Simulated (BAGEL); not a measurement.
# HF/3-21G (density fitting with qzvpp-jkfit) run of C3H5Al (SMILES [AlH2][CH]1C=C1)

What is the vertical ionisation energy of C3H5Al at HF/3-21G (density fitting with qzvpp-jkfit)? 

Program for the calculation: BAGEL 1.2.2.

1 further run of the same task is left out (it didn't finish).

### Step 1. The molecule

The species is C3H5Al (9 atoms), meant as a singlet with charge 0. As SMILES, `[AlH2][CH]1C=C1`. Geometry: a GFN2-xTB relaxation, a rough one for these elements and not checked as a minimum.

Bond lengths: Al1–C2 1.979 Å, C2–C3 1.537 Å, C2–C4 1.539 Å, C3–C4 1.290 Å, Al1–H5 1.552 Å, Al1–H6 1.553 Å, C2–H7 1.106 Å, C3–H8 1.062 Å, C4–H9 1.062 Å. Some angles: Al1–C2–C3 121.2°, Al1–C2–C4 120.1°, C3–C2–C4 49.6°, C2–C3–C4 65.3°, C2–C4–C3 65.1°, Al1–C2–H7 119.9°, C3–C2–H7 113.4°, C4–C2–H7 113.4°, C2–Al1–H5 123.9°, C2–Al1–H6 120.5°.

### Step 2. A single-point energy at HF/3-21G (density fitting with qzvpp-jkfit)

Contents of input.json:

```json
{ "bagel": [

{
  "title": "molecule",
  "basis": "3-21g",
  "df_basis": "qzvpp-jkfit",
  "angstrom": true,
  "geometry": [
    { "atom": "Al", "xyz": [   -0.580110,    1.382070,   -0.781980 ] },
    { "atom": "C", "xyz": [    0.601920,   -0.073120,   -0.147680 ] },
    { "atom": "C", "xyz": [    0.041670,   -1.464120,    0.189410 ] },
    { "atom": "C", "xyz": [    0.341310,   -0.741130,    1.214260 ] },
    { "atom": "H", "xyz": [   -0.119120,    2.521360,   -1.729280 ] },
    { "atom": "H", "xyz": [   -2.063810,    1.447280,   -0.327370 ] },
    { "atom": "H", "xyz": [    1.665920,   -0.089190,   -0.447840 ] },
    { "atom": "H", "xyz": [   -0.307220,   -2.373390,   -0.235030 ] },
    { "atom": "H", "xyz": [    0.419440,   -0.609760,    2.265520 ] }
  ]
},
{ "title": "hf" },
{ "title": "print", "file": "orbitals.molden", "orbitals": true }

]}
```

The run is started by

```bash
$ BAGEL_NUM_THREADS=1 BAGEL input.json > input.out
```

Standard output:

```text
* using 1 threads per process

  ===============================================================
  ===============================================================

  *** Geometry ***

  { "atom" : "Al", "xyz" : [     -1.096249,      2.611734,     -1.477728 ] },
  { "atom" : "C", "xyz" : [      1.137464,     -0.138177,     -0.279075 ] },
  { "atom" : "C", "xyz" : [      0.078745,     -2.766786,      0.357933 ] },
  { "atom" : "C", "xyz" : [      0.644982,     -1.400533,      2.294619 ] },
  { "atom" : "H", "xyz" : [     -0.225104,      4.764680,     -3.267866 ] },
  { "atom" : "H", "xyz" : [     -3.900036,      2.734963,     -0.618640 ] },
  { "atom" : "H", "xyz" : [      3.148133,     -0.168545,     -0.846295 ] },
  { "atom" : "H", "xyz" : [     -0.580562,     -4.485057,     -0.444142 ] },
  { "atom" : "H", "xyz" : [      0.792627,     -1.152279,      4.281212 ] },

  Number of auxiliary basis functions:      443

  Since a DF basis is specified, we compute 2- and 3-index integrals:
    o Being stored without compression. Storage requirement is 0.009 GB

  Number of basis functions:       50
  Number of electrons      :       36

    * METHOD: MOLECULE                             0.37

  *** RHF ***

  === Nuclear Repulsion ===
   126.1482341701

      * DIIS with orbital gradients will be used.

  === RHF iteration (3-21g) ===
      0       -356.24501710          0.01601442           0.06
      1       -356.30067242          0.00502285           0.06
      2       -356.30694048          0.00192961           0.05
      3       -356.30779194          0.00020898           0.06
      4       -356.30780747          0.00006048           0.06
      5       -356.30780920          0.00000987           0.06
      6       -356.30780927          0.00000290           0.06
      7       -356.30780927          0.00000129           0.06
      8       -356.30780927          0.00000034           0.06
      9       -356.30780927          0.00000010           0.07
     10       -356.30780927          0.00000005           0.10
     11       -356.30780927          0.00000002           0.06
     12       -356.30780927          0.00000001           0.06
    * SCF iteration converged.

    * Permanent dipole moment:
           (   -0.130007,     0.411276,    -0.240642) a.u.

    * METHOD: HF                                   1.07

    * METHOD: PRINT                                0.01

  ===============================================================
```

It took 2 s on 1 thread of Intel Xeon at 2.50GHz (Skylake/Cascade Lake), shared host.

### Step 3. The doublet cation, same level

Contents of input.json:

```json
{ "bagel" : [

{
  "title" : "molecule",
  "basis" : "3-21g",
  "df_basis" : "qzvpp-jkfit",
  "angstrom" : true,
  "geometry" : [
    { "atom" : "Al", "xyz" : [   -0.580110,    1.382070,   -0.781980 ] },
    { "atom" : "C", "xyz" : [    0.601920,   -0.073120,   -0.147680 ] },
    { "atom" : "C", "xyz" : [    0.041670,   -1.464120,    0.189410 ] },
    { "atom" : "C", "xyz" : [    0.341310,   -0.741130,    1.214260 ] },
    { "atom" : "H", "xyz" : [   -0.119120,    2.521360,   -1.729280 ] },
    { "atom" : "H", "xyz" : [   -2.063810,    1.447280,   -0.327370 ] },
    { "atom" : "H", "xyz" : [    1.665920,   -0.089190,   -0.447840 ] },
    { "atom" : "H", "xyz" : [   -0.307220,   -2.373390,   -0.235030 ] },
    { "atom" : "H", "xyz" : [    0.419440,   -0.609760,    2.265520 ] }
  ]
},
{ "title" : "uhf", "charge" : 1, "nopen" : 1 },
{ "title" : "print", "file" : "orbitals.molden", "orbitals" : true }

]}
```

The run is started by

```bash
$ BAGEL_NUM_THREADS=1 BAGEL input.json > input.out
```

Standard output:

```text
* using 1 threads per process

  ===============================================================
  ===============================================================

  *** Geometry ***

  { "atom" : "Al", "xyz" : [     -1.096249,      2.611734,     -1.477728 ] },
  { "atom" : "C", "xyz" : [      1.137464,     -0.138177,     -0.279075 ] },
  { "atom" : "C", "xyz" : [      0.078745,     -2.766786,      0.357933 ] },
  { "atom" : "C", "xyz" : [      0.644982,     -1.400533,      2.294619 ] },
  { "atom" : "H", "xyz" : [     -0.225104,      4.764680,     -3.267866 ] },
  { "atom" : "H", "xyz" : [     -3.900036,      2.734963,     -0.618640 ] },
  { "atom" : "H", "xyz" : [      3.148133,     -0.168545,     -0.846295 ] },
  { "atom" : "H", "xyz" : [     -0.580562,     -4.485057,     -0.444142 ] },
  { "atom" : "H", "xyz" : [      0.792627,     -1.152279,      4.281212 ] },

  Number of auxiliary basis functions:      443

  Since a DF basis is specified, we compute 2- and 3-index integrals:
    o Being stored without compression. Storage requirement is 0.009 GB

  Number of basis functions:       50
  Number of electrons      :       36

    * METHOD: MOLECULE                             0.37

  *** Open-shell HF ***

  === Nuclear Repulsion ===
   126.1482341701

      * DIIS with orbital gradients will be used.

  === UHF iteration (3-21g) ===
      0       -355.95803648          0.02541403           0.11
      1       -356.01372436          0.00714029           0.12
      2       -356.01833410          0.00308818           0.12
      3       -356.01916054          0.00144693           0.12
      4       -356.01953779          0.00073872           0.12
      5       -356.01978449          0.00045851           0.10
      6       -356.01993249          0.00018467           0.11
      7       -356.01996076          0.00009244           0.10
      8       -356.01997013          0.00004694           0.11
      9       -356.01997310          0.00002012           0.11
     10       -356.01997350          0.00001038           0.12
     11       -356.01997356          0.00000483           0.13
     12       -356.01997359          0.00000112           0.10
     13       -356.01997359          0.00000059           0.12
     14       -356.01997359          0.00000040           0.13
     15       -356.01997359          0.00000028           0.13
     16       -356.01997359          0.00000014           0.14
     17       -356.01997359          0.00000009           0.12
     18       -356.01997359          0.00000006           0.11
     19       -356.01997359          0.00000004           0.11
     20       -356.01997359          0.00000003           0.10
     21       -356.01997359          0.00000002           0.11
     22       -356.01997359          0.00000001           0.13
    * SCF iteration converged.

    * S^2 (UHF) is 0.7571

    * Permanent dipole moment:
           (   -0.548190,     1.265564,    -0.701550) a.u.

    * METHOD: UHF                                  2.90

    * METHOD: PRINT                                0.01

  ===============================================================
```

Run time: 3.9 s. Hardware: 1 thread of Intel Xeon at 2.50GHz (Skylake/Cascade Lake), shared host.

### Step 4. Summary of results

At HF/3-21G (density fitting with qzvpp-jkfit):

```
                                          quantity          value
                      singlet C3H5Al: total energy  -356.30781 Eh
                     singlet C3H5Al: dipole moment         1.26 D
                       singlet C3H5Al: HOMO energy       -8.79 eV
                       singlet C3H5Al: LUMO energy        1.43 eV
                     singlet C3H5Al: HOMO–LUMO gap       10.22 eV
                      doublet cation: total energy  -356.01997 Eh
                              doublet cation: ⟨S²⟩          0.757
vertical ionisation energy (to the doublet cation)       7.832 eV
```

The vertical ionisation energy comes to 7.83 eV (181 kcal/mol). The negative HOMO energy of the first species, 8.79 eV, lies 0.96 eV above that difference.
